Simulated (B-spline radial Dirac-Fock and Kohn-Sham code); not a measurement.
# Cu: two attempts at the core levels

Wanted: ΔSCF binding energies of Cu for K, L3 and M5.

The numbers are computed with B-spline radial Dirac-Fock and Kohn-Sham code (version 4): Delta-SCF core binding energies without Breit or QED terms under the stated settings.

**1. The atom as given**

The free copper atom in the configuration [Ar] 3d10 4s1.

```yaml
nuclear_charge: 29
electrons: 29
mass_number: 63
nuclear_rms_radius: 3.8823 fm
```

Outer shells as boxes (Hund's rule, for the drawing alone; heavy ions are jj-coupled, and the calculation averages over the configuration):

```
[Ar] core
3d [↑↓][↑↓][↑↓][↑↓][↑↓]
4s [↑ ]
```

**2. First try**

Settings in task.json:

```ini
rel = dirac
method = hf
nuc = fermi
radius_factor = 1.0
rmax = 45.0
h = 0.3
order = 8
points = 10
c_factor = 1.0
maxit = 2
damp = 0.5
ndamp = 3
tol = 1e-08
```

Started as:

```bash
$ python xray2_run.py task.json out
```

Main fields of the result record, rounded:

```text
status: not_converged
total_energy [Ha]: -1653.3219073
virial_ratio: 1.973903
iterations: [2, 2, 2, 2]
converged: [false, false, false, false]
highest_orbital_energy [eV]: -5.921485
holes: ["K", "L3", "M5"]
binding [eV]: [9094.178, 1015.121, 37.57373]
scf_energy [Ha]: [-1652.843942, -1653.321907]
scf_error: [1.0, 0.089]
cells: 60
```

**3. Diagnosis**

Not every state converged, so the numbers are no property of the ion. The fault: maxit ends the run before self-consistency.

Remedy: set maxit = 60.

**4. Second try**

Changed: maxit = 60.

Main fields of the result record, rounded:

```text
status: converged
total_energy [Ha]: -1653.4551168
virial_ratio: 1.982398
iterations: [11, 13, 11, 10]
converged: [true, true, true, true]
highest_orbital_energy [eV]: -6.660641
holes: ["K", "L3", "M5"]
binding [eV]: [9002.193, 939.6628, 7.402215]
cells: 60
```

**5. What came out**

| quantity | value |
| --- | --- |
| first try | not converged |
| fault | maxit ends the run before self-consistency |
| cure | maxit = 60 |
| mended run | converged (ground state in 11 iterations) |
| K binding | 9002.2 eV (first try 9094.2) |
| L3 binding | 939.7 eV (first try 1015.1) |
| M5 binding | 7.40 eV (first try 37.57) |

The first try was off by +91.98 eV for K, +75.46 eV for L3 and +30.17 eV for M5. The mended values lack Breit and QED terms.
